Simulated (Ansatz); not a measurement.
NaLaMnMoO6:

```
Na La Mn Mo O
1.0
     5.10934   -0.00669    0.01056
    -0.23945    5.68925    0.00703
    -0.92899   -2.82542    5.11884
Na La Mn Mo O
1 1 1 1 6
Direct
  0.40776 0.38086 0.07519
  0.03690 0.66325 0.68598
  0.44271 0.04268 0.40638
  0.90251 0.96387 0.30442
  0.73627 0.69569 0.99417
  0.72288 0.91846 0.55299
  0.70112 0.27368 0.37292
  0.19224 0.75325 0.36660
  0.17926 0.03365 0.11672
  0.20034 0.27462 0.63197
```

The cell was built by a generator and needn't be a form met in nature.

Base run:

* Program: Ansatz 0.2.0
* Functional: PBE
* Potentials or basis: all-electron LAPW, scalar-relativistic
* Cutoff: 461 eV
* Density cutoff: 1843 eV
* Basis error allowed: 0.002 eV/atom
* k mesh: 4 × 4 × 4
* Occupations: fermi-dirac, width 0.05 eV
* Spin: collinear spin, ferromagnetic start
* Starting moments: [0.0, 0.0, 4.0, 1.0, 0.0, 0.0, 0.0, 0.0, 0.0, 0.0] μB

Its results: band gap on the k mesh 0.87 eV, indirect (least direct gap 1.13 eV); pressure 0.0 GPa; net moment 3.00 μB per cell; site moments Na +0.00; La +0.01; Mn +2.91; Mo -0.22; O +0.02, +0.00, +0.01, +0.07 μB; largest force 0.011 eV/Å.

Q: The run is repeated on the same cell with these changes: hubbard terms from none to La f U = 3 eV, Mn d U = 3 eV, Mo d U = 3 eV. What comes out?

A: Band gap on the k mesh 1.55 eV, indirect (least direct gap 1.66 eV); pressure 2.7 GPa; net moment 3.00 μB per cell; site moments Na +0.00; La +0.01; Mn +3.35; Mo -0.46; O +0.04, -0.02, -0.03, +0.07 μB; largest force 1.045 eV/Å.

The U term pushes filled and empty states of the shell apart.

Caveats: spin-orbit coupling is left out, which moves the levels of the heavy elements; a cell with one magnetic atom can't hold antiferromagnetic order, which such compounds often take; the magnetic state may not be the lowest (some runs); U is the effective U less J, on atomic orbitals that reach past the spheres (some runs); forces of over 1 eV/Å show positions far from the minimum, so gaps and moduli don't describe the material at rest (some runs).

A k mesh can miss the band edges.

Not every run made on this cell is shown here.
